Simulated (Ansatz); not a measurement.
**wB97M-V/6-31G(d) (spherical functions) run of Si2NH6Cl (SMILES N[SiH]([SiH3])Cl)**

Aim: the electronic atomisation energy of Si2NH6Cl at wB97M-V/6-31G* (spherical functions), from 5 runs. 

The calculation is run with Ansatz 0.2.0.

68 further runs of the same task are left out: 2 that didn't finish, 66 set aside as unsound or not needed.

## Step 1: The structure to begin with

Si2NH6Cl has 10 atoms, charge 0, and is taken as a singlet. As SMILES, `N[SiH]([SiH3])Cl`. Geometry: relaxed at PBE0-D4/def2-TZVP. This is one conformer, not always the lowest.

Bond lengths: N1–Si2 1.706 Å, Si2–Si3 2.336 Å, Si2–Cl4 2.083 Å, N1–H5 1.008 Å, N1–H6 1.008 Å, Si2–H7 1.482 Å, Si3–H8 1.486 Å, Si3–H9 1.489 Å, Si3–H10 1.488 Å. Some angles: N1–Si2–Si3 109.4°, N1–Si2–Cl4 114.5°, Si3–Si2–Cl4 106.1°, N1–Si2–H7 107.1°, Si3–Si2–H7 114.7°, Cl4–Si2–H7 105.1°, Si2–N1–H5 120.5°, Si2–N1–H6 120.3°, Si2–Si3–H8 110.2°, Si2–Si3–H9 108.8°.

## Step 2: The energy at wB97M-V/6-31G(d) (spherical functions)

Contents of molecule.yaml:

```yaml
crystal:
  periodic: [false, false, false]
  atoms:
    - symbol: "N"
      position_ang: [-0.500400, 1.640400, -0.476600]
    - symbol: Si
      position_ang: [-0.088700, 0.024400, -0.834700]
    - symbol: Si
      position_ang: [0.678000, -1.030800, 1.103600]
    - symbol: Cl
      position_ang: [-1.669600, -1.135800, -1.538400]
    - symbol: H
      position_ang: [-1.066800, 1.857300, 0.327900]
    - symbol: H
      position_ang: [-0.657600, 2.302300, -1.220500]
    - symbol: H
      position_ang: [0.889100, 0.060000, -1.948200]
    - symbol: H
      position_ang: [0.872200, -2.482600, 0.855100]
    - symbol: H
      position_ang: [-0.336100, -0.853800, 2.179500]
    - symbol: H
      position_ang: [1.962900, -0.432600, 1.555400]
basis:
  gaussian:
    orbitals: 6-31G_st_-spherical.json
total_charge: 0
magnetization:
  spin_polarized: false
  initial_magnetization: 0
hamiltonian:
  xc: {name: wB97M-V}
accuracy: high
output: {orbitals: {seedname: orbitals}}
```

The basis set 6-31G* is read from a file made from the Basis Set Exchange's data (not shown).

The run is started by

```sh
$ ansatz run molecule.yaml --threads 1 --pin off --max-ram 3480MiB --events-out events.jsonl --progress --plain --runs-dir runs
```

Output:

```text
Warning: RAYON_NUM_THREADS=1 ignored (pool sized by the plan → 1); use --threads N
Functional definition: wB97M-V
  name "wB97M-V"
  parameter omega = 0.3/bohr
  parameter cx = 0.15
  parameter cx01 = 1.007
  parameter cx10 = 0.259
  parameter css00 = 0.443
  parameter css04 = -1.437
  parameter css10 = -4.535
  parameter css20 = -3.390
  parameter css43 = 4.278
  parameter cos00 = 1.000
  parameter cos10 = 1.358
  parameter cos20 = 2.924
  parameter cos21 = -8.812
  parameter cos60 = -1.390
  parameter cos61 = 9.142
  parameter b = 6.0
  parameter c = 0.01
  gx(w, u) = 1 - cx + cx01*u + cx10*w
  gss(w, u) = css00 + css04*u^4 + css10*w + css20*w^2 + css43*w^4*u^3
  gos(w, u) = cos00 + cos10*w + (cos20 + cos21*u)*w^2 + (cos60 + cos61*u)*w^6
  exchange = spin_sum(e_x_unif_sr(omega)*gx(b97_w, b97_u_x)) + cx*exact_x_sr(omega) + exact_x_lr(omega)
  correlation = spin_sum(e_c_pw_mod_same_spin*gss(b97_w, b97_u_same))
      + integral(e_c_pw_mod_opposite_spin*gos(b97_w_opposite, b97_u_opposite)) + vv10(b, c)
1819 factors; integrals over basis functions are off by at most 3.5e-9 eV
414 factors; integrals over basis functions are off by at most 2.9e-9 eV
mean field evaluation 1: about -29859.8677 eV, gradient 4.0e1 eV
mean field evaluation 2: about -29860.2264 eV, gradient 3.8e1 eV
mean field evaluation 4: about -29863.1660 eV, gradient 9.0e-1 eV
mean field evaluation 8: about -29863.3102 eV, gradient 5.8e-2 eV
mean field evaluation 16: about -29863.3102 eV, gradient 3.4e-5 eV
mean field -29863.31018057 eV, -1097.4564070573 hartree, gradient 7.0e-8 eV, S^2 0.000000; 0 other end points of the search recorded, 0 dependent functions left out
reference -29863.31018557 eV, -1097.4564072408 hartree; 29, 29 occupied and 51, 51 virtual orbitals, 1819 factors
Total energy: -29863.31018557 eV, -1097.4564072408 hartree
```

Wall time 1.7 min (1 thread of Arm Neoverse V1, shared host); peak memory 0.61 GiB.

## Step 3: The Cl atom

Contents of molecule.yaml:

```yaml
crystal:
  periodic: [false, false, false]
  atoms:
    - {symbol: Cl, position_ang: [0.000000, 0.000000, 0.000000]}
basis:
  gaussian:
    orbitals: 6-31G_st_-spherical.json
accuracy: high
hamiltonian:
  xc: {name: wB97M-V}
magnetization:
  spin_polarized: true
  initial_magnetization: 1
```

The basis set 6-31G* is read from a file made from the Basis Set Exchange's data (not shown).

The run is started by

```sh
$ ansatz run molecule.yaml --threads 1 --pin off --max-ram 3480MiB --events-out events.jsonl --progress --plain --runs-dir runs
```

Output:

```text
Warning: RAYON_NUM_THREADS=1 ignored (pool sized by the plan → 1); use --threads N
Functional definition: wB97M-V
  name "wB97M-V"
  parameter omega = 0.3/bohr
  parameter cx = 0.15
  parameter cx01 = 1.007
  parameter cx10 = 0.259
  parameter css00 = 0.443
  parameter css04 = -1.437
  parameter css10 = -4.535
  parameter css20 = -3.390
  parameter css43 = 4.278
  parameter cos00 = 1.000
  parameter cos10 = 1.358
  parameter cos20 = 2.924
  parameter cos21 = -8.812
  parameter cos60 = -1.390
  parameter cos61 = 9.142
  parameter b = 6.0
  parameter c = 0.01
  gx(w, u) = 1 - cx + cx01*u + cx10*w
  gss(w, u) = css00 + css04*u^4 + css10*w + css20*w^2 + css43*w^4*u^3
  gos(w, u) = cos00 + cos10*w + (cos20 + cos21*u)*w^2 + (cos60 + cos61*u)*w^6
  exchange = spin_sum(e_x_unif_sr(omega)*gx(b97_w, b97_u_x)) + cx*exact_x_sr(omega) + exact_x_lr(omega)
  correlation = spin_sum(e_c_pw_mod_same_spin*gss(b97_w, b97_u_same))
      + integral(e_c_pw_mod_opposite_spin*gos(b97_w_opposite, b97_u_opposite)) + vv10(b, c)
140 factors; integrals over basis functions are off by at most 3.1e-9 eV
60 factors; integrals over basis functions are off by at most 1.1e-9 eV
mean field evaluation 1: about -12519.7592 eV, gradient 2.2e0 eV
mean field evaluation 2: about -12519.7881 eV, gradient 4.3e-1 eV
mean field evaluation 4: about -12519.7896 eV, gradient 4.4e-1 eV
mean field evaluation 8: about -12519.7910 eV, gradient 1.8e-3 eV
mean field evaluation 16: about -12519.7910 eV, gradient 8.9e-9 eV
mean field -12519.79104725 eV, -460.0938347672 hartree, gradient 8.7e-9 eV, S^2 0.751216; 0 other end points of the search recorded, 0 dependent functions left out
reference -12519.79104921 eV, -460.0938348395 hartree; 9, 8 occupied and 9, 10 virtual orbitals, 140 factors
Total energy: -12519.79104921 eV, -460.0938348395 hartree
```

It took 5.7 s on 1 thread of Arm Neoverse V1, shared host; peak memory 0.21 GiB.

## Step 4: The H atom, same level

Contents of molecule.yaml:

```yaml
crystal:
  periodic: [false, false, false]
  atoms:
    - {symbol: H, position_ang: [0.000000, 0.000000, 0.000000]}
basis:
  gaussian:
    orbitals: "6-31G*"
total_charge: 0
magnetization:
  spin_polarized: true
  initial_magnetization: 1
hamiltonian:
  xc: {name: wB97M-V}
accuracy: high
```

The run is started by

```sh
$ ansatz run molecule.yaml --threads 1 --pin off --max-ram 3480MiB --events-out events.jsonl --progress --plain --runs-dir runs
```

Output:

```text
Warning: RAYON_NUM_THREADS=1 ignored (pool sized by the plan → 1); use --threads N
Functional definition: wB97M-V
  name "wB97M-V"
  parameter omega = 0.3/bohr
  parameter cx = 0.15
  parameter cx01 = 1.007
  parameter cx10 = 0.259
  parameter css00 = 0.443
  parameter css04 = -1.437
  parameter css10 = -4.535
  parameter css20 = -3.390
  parameter css43 = 4.278
  parameter cos00 = 1.000
  parameter cos10 = 1.358
  parameter cos20 = 2.924
  parameter cos21 = -8.812
  parameter cos60 = -1.390
  parameter cos61 = 9.142
  parameter b = 6.0
  parameter c = 0.01
  gx(w, u) = 1 - cx + cx01*u + cx10*w
  gss(w, u) = css00 + css04*u^4 + css10*w + css20*w^2 + css43*w^4*u^3
  gos(w, u) = cos00 + cos10*w + (cos20 + cos21*u)*w^2 + (cos60 + cos61*u)*w^6
  exchange = spin_sum(e_x_unif_sr(omega)*gx(b97_w, b97_u_x)) + cx*exact_x_sr(omega) + exact_x_lr(omega)
  correlation = spin_sum(e_c_pw_mod_same_spin*gss(b97_w, b97_u_same))
      + integral(e_c_pw_mod_opposite_spin*gos(b97_w_opposite, b97_u_opposite)) + vv10(b, c)
3 factors; integrals over basis functions are off by at most 5.4e-10 eV
3 factors; integrals over basis functions are off by at most 5.2e-10 eV
mean field evaluation 1: about -13.3641 eV, gradient 1.9e-2 eV
mean field evaluation 2: about -13.3630 eV, gradient 2.1e-2 eV
mean field evaluation 4: about -13.3630 eV, gradient 1.4e-7 eV
mean field evaluation 8: about -13.3630 eV, gradient 3.2e-8 eV
mean field -13.36299245 eV, -0.4910809148 hartree, gradient 3.2e-8 eV, S^2 0.750000; 0 other end points of the search recorded, 0 dependent functions left out
reference -13.36299388 eV, -0.4910809675 hartree; 1, 0 occupied and 1, 2 virtual orbitals, 3 factors
Total energy: -13.36299388 eV, -0.4910809675 hartree
```

Wall time 0.52 s (1 thread of Arm Neoverse V1, shared host); peak memory 0.1 GiB.

## Step 5: The N atom, same level

Contents of run.yaml:

```yaml
crystal:
  periodic: [false, false, false]
  atoms:
    - symbol: "N"
      position_ang: [0.000000, 0.000000, 0.000000]
basis:
  gaussian:
    orbitals: 6-31G_st_-spherical.json
total_charge: 0
magnetization:
  spin_polarized: true
  initial_magnetization: 3
hamiltonian:
  xc: {name: wB97M-V}
accuracy: high
```

The basis set 6-31G* is read from a file made from the Basis Set Exchange's data (not shown).

The run is started by

```sh
$ ansatz run run.yaml --threads 1 --pin off --max-ram 3480MiB --events-out events.jsonl --progress --plain --runs-dir runs
```

Output:

```text
Warning: RAYON_NUM_THREADS=1 ignored (pool sized by the plan → 1); use --threads N
Functional definition: wB97M-V
  name "wB97M-V"
  parameter omega = 0.3/bohr
  parameter cx = 0.15
  parameter cx01 = 1.007
  parameter cx10 = 0.259
  parameter css00 = 0.443
  parameter css04 = -1.437
  parameter css10 = -4.535
  parameter css20 = -3.390
  parameter css43 = 4.278
  parameter cos00 = 1.000
  parameter cos10 = 1.358
  parameter cos20 = 2.924
  parameter cos21 = -8.812
  parameter cos60 = -1.390
  parameter cos61 = 9.142
  parameter b = 6.0
  parameter c = 0.01
  gx(w, u) = 1 - cx + cx01*u + cx10*w
  gss(w, u) = css00 + css04*u^4 + css10*w + css20*w^2 + css43*w^4*u^3
  gos(w, u) = cos00 + cos10*w + (cos20 + cos21*u)*w^2 + (cos60 + cos61*u)*w^6
  exchange = spin_sum(e_x_unif_sr(omega)*gx(b97_w, b97_u_x)) + cx*exact_x_sr(omega) + exact_x_lr(omega)
  correlation = spin_sum(e_c_pw_mod_same_spin*gss(b97_w, b97_u_same))
      + integral(e_c_pw_mod_opposite_spin*gos(b97_w_opposite, b97_u_opposite)) + vv10(b, c)
96 factors; integrals over basis functions are off by at most 1.2e-9 eV
55 factors; integrals over basis functions are off by at most 5.1e-10 eV
mean field evaluation 1: about -1484.9263 eV, gradient 2.9e0 eV
mean field evaluation 2: about -1484.9637 eV, gradient 7.2e-1 eV
mean field evaluation 4: about -1484.9673 eV, gradient 1.3e-1 eV
mean field evaluation 8: about -1484.9674 eV, gradient 7.4e-6 eV
mean field -1484.96735073 eV, -54.5715435921 hartree, gradient 5.6e-8 eV, S^2 3.751949; 0 other end points of the search recorded, 0 dependent functions left out
reference -1484.96735186 eV, -54.5715436340 hartree; 5, 2 occupied and 9, 12 virtual orbitals, 96 factors
Total energy: -1484.96735186 eV, -54.5715436340 hartree
```

Wall time 1.9 s (1 thread of Arm Neoverse V1, shared host); peak memory 0.15 GiB.

## Step 6: The Si atom

Contents of in.yaml:

```yaml
basis:
  gaussian: {orbitals: 6-31G_st_-spherical.json}
crystal:
  periodic: [false, false, false]
  atoms:
    - {symbol: Si, position_ang: [0.000000, 0.000000, 0.000000]}
magnetization: {spin_polarized: true, initial_magnetization: 2}
hamiltonian: {xc: {name: wB97M-V}}
accuracy: high
```

The basis set 6-31G* is read from a file made from the Basis Set Exchange's data (not shown).

The run is started by

```sh
$ ansatz run in.yaml --threads 1 --pin off --max-ram 3480MiB --events-out events.jsonl --progress --plain --runs-dir runs
```

Output:

```text
Warning: RAYON_NUM_THREADS=1 ignored (pool sized by the plan → 1); use --threads N
Functional definition: wB97M-V
  name "wB97M-V"
  parameter omega = 0.3/bohr
  parameter cx = 0.15
  parameter cx01 = 1.007
  parameter cx10 = 0.259
  parameter css00 = 0.443
  parameter css04 = -1.437
  parameter css10 = -4.535
  parameter css20 = -3.390
  parameter css43 = 4.278
  parameter cos00 = 1.000
  parameter cos10 = 1.358
  parameter cos20 = 2.924
  parameter cos21 = -8.812
  parameter cos60 = -1.390
  parameter cos61 = 9.142
  parameter b = 6.0
  parameter c = 0.01
  gx(w, u) = 1 - cx + cx01*u + cx10*w
  gss(w, u) = css00 + css04*u^4 + css10*w + css20*w^2 + css43*w^4*u^3
  gos(w, u) = cos00 + cos10*w + (cos20 + cos21*u)*w^2 + (cos60 + cos61*u)*w^6
  exchange = spin_sum(e_x_unif_sr(omega)*gx(b97_w, b97_u_x)) + cx*exact_x_sr(omega) + exact_x_lr(omega)
  correlation = spin_sum(e_c_pw_mod_same_spin*gss(b97_w, b97_u_same))
      + integral(e_c_pw_mod_opposite_spin*gos(b97_w_opposite, b97_u_opposite)) + vv10(b, c)
141 factors; integrals over basis functions are off by at most 2.6e-9 eV
71 factors; integrals over basis functions are off by at most 1.7e-9 eV
mean field evaluation 1: about -7873.0909 eV, gradient 1.6e0 eV
mean field evaluation 2: about -7873.1232 eV, gradient 4.2e-1 eV
mean field evaluation 4: about -7873.1249 eV, gradient 4.1e-1 eV
mean field evaluation 8: about -7873.1274 eV, gradient 7.2e-4 eV
mean field evaluation 16: about -7873.1274 eV, gradient 8.8e-8 eV
mean field -7873.12738276 eV, -289.3320947189 hartree, gradient 8.8e-8 eV, S^2 2.000591; 0 other end points of the search recorded, 0 dependent functions left out
reference -7873.12738476 eV, -289.3320947927 hartree; 8, 6 occupied and 10, 12 virtual orbitals, 141 factors
Total energy: -7873.12738476 eV, -289.3320947927 hartree
```

Run time: 5.1 s. Hardware: 1 thread of Arm Neoverse V1, shared host; peak memory 0.23 GiB.

## Step 7: Summary of results

Level: wB97M-V/6-31G* (spherical functions).

| quantity | value |
| --- | --- |
| molecule: total energy | -1097.45641 Eh |
| molecule: HOMO energy | -9.92 eV |
| molecule: LUMO energy | 1.95 eV |
| molecule: HOMO–LUMO gap | 11.87 eV |
| Cl atom: total energy | -460.09383 Eh |
| Cl atom: ⟨S²⟩ | 0.751 |
| H atom: total energy | -0.49108 Eh |
| H atom: ⟨S²⟩ | 0.750 |
| N atom: total energy | -54.57154 Eh |
| N atom: ⟨S²⟩ | 3.752 |
| Si atom: total energy | -289.33209 Eh |
| Si atom: ⟨S²⟩ | 2.001 |
| electronic atomisation energy | 32.119 eV |

In words: Taking the molecule apart into free atoms costs 32.12 eV (3099 kJ/mol), before zero-point energy and without spin-orbit coupling.
